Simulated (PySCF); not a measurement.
# C5H6F2: the cost of one run

The runs use PySCF 2.14.0, with density-fitted response routines of our own; the level of theory stands in each step. All values are computed, except where a source is named. Atoms count from 0, in the outputs and in this text.

**1. The molecule as given**

13 atoms, charge 0, multiplicity 1; geometry from: PBE0-D3(BJ)/def2-SVP.

Bonds of the start (Å): C0–C1 1.47, C1–C2 1.30, C2–F3 1.31, C2–C4 1.45, C4–C5 1.50, C4–F6 1.39, C4–C1 1.51, C0–H7 1.10, C0–H8 1.10, C0–H9 1.10, C5–H10 1.10, C5–H11 1.10, C5–H12 1.10.

**2. Core holes by ΔSCF: SCAN, X2C**

What the job is given:

```
{"job": {"kind": "xps"}, "charge": 0, "multiplicity": 1}
C     -2.018074    -0.124427    -0.026111
C     -0.669458     0.454922    -0.137948
C      0.220740     1.295837    -0.581571
F      0.488063     2.321694    -1.351458
C      0.749368     0.330012     0.356371
C      1.663748    -0.828382     0.061401
F      0.991503     0.759800     1.653702
H     -2.354626    -0.098835     1.021749
H     -2.744228     0.424866    -0.641019
H     -2.016065    -1.179498    -0.342776
H      1.454283    -1.661374     0.749666
H      1.533297    -1.179574    -0.971062
H      2.713656    -0.533049     0.205422
```

Method: delta-SCF UKS SCAN, pcX-2 on the ionised atom, pcseg-1 elsewhere, spin-free X2C.

Started as:

```
> OMP_NUM_THREADS=1 python probes_run.py task.json out
```

This one command runs all jobs of the session in turn.

**Question.** How long does this first job take on 1 thread of Arm Neoverse V1, shared host, and how much memory does it need?

About 52 s, with a peak of 0.65 GiB.
